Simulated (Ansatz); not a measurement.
# B2H4SSi: the cost of one run

All numbers below are computed with Ansatz 0.2.0 (RKS PBE0/def2-SVP).

## Step 1: The structure to begin with

Bond lengths: B1–Si2 1.867 Å, Si2–B3 1.915 Å, B1–S4 1.839 Å, B3–S4 1.824 Å, B1–H5 1.244 Å, Si2–H6 1.481 Å, Si2–H7 1.497 Å, B3–H8 1.214 Å. Angles: B1–Si2–B3 91.0°, B1–Si2–H6 113.0°, B1–Si2–H7 112.0°, B3–Si2–H6 112.9°, B3–Si2–H7 112.6°, H6–Si2–H7 113.5°, Si2–B1–S4 87.4°, Si2–B1–H5 127.9°, S4–B1–H5 131.0°, Si2–B3–S4 86.4°, Si2–B3–H8 124.9°, S4–B3–H8 133.4°, B1–S4–B3 94.9°.

Structure file:

```xyz
8

B    -0.7545    0.5751   -1.0892
Si    0.5348    0.4850    0.2582
B    -0.0037   -1.2988    0.7016
S    -1.1551   -1.1793   -0.7083
H    -1.4897    1.5359   -1.3795
H     0.2927    1.4509    1.3551
H     1.9255    0.5448   -0.2924
H     0.7422   -2.1707    1.0987
```

## Step 2: Relaxing the start

input.yaml reads:

```yaml
crystal:
  periodic: [false, false, false]
  atoms:
    - { symbol: B, position_ang: [-0.7545, 0.5751, -1.0892] }
    - { symbol: Si, position_ang: [0.5348, 0.485, 0.2582] }
    - { symbol: B, position_ang: [-0.0037, -1.2988, 0.7016] }
    - { symbol: S, position_ang: [-1.1551, -1.1793, -0.7083] }
    - { symbol: H, position_ang: [-1.4897, 1.5359, -1.3795] }
    - { symbol: H, position_ang: [0.2927, 1.4509, 1.3551] }
    - { symbol: H, position_ang: [1.9255, 0.5448, -0.2924] }
    - { symbol: H, position_ang: [0.7422, -2.1707, 1.0987] }
basis:
  gaussian: { orbitals: def2-SVP }
hamiltonian:
  xc: pbe0
relax:
  f_tol: 0.02
  max_steps: 40
scf:
  lower_state_search: "off"
```

On the command line:

```sh
> ansatz run input.yaml --threads 1 --pin off --max-ram 2048MiB --backend cpu --events-out ev --progress --plain --runs-dir out
```

Q: Estimate wall time and peak memory on 1 thread of Arm Neoverse V1, shared host.

About 31 s, with a peak of 0.14 GiB.
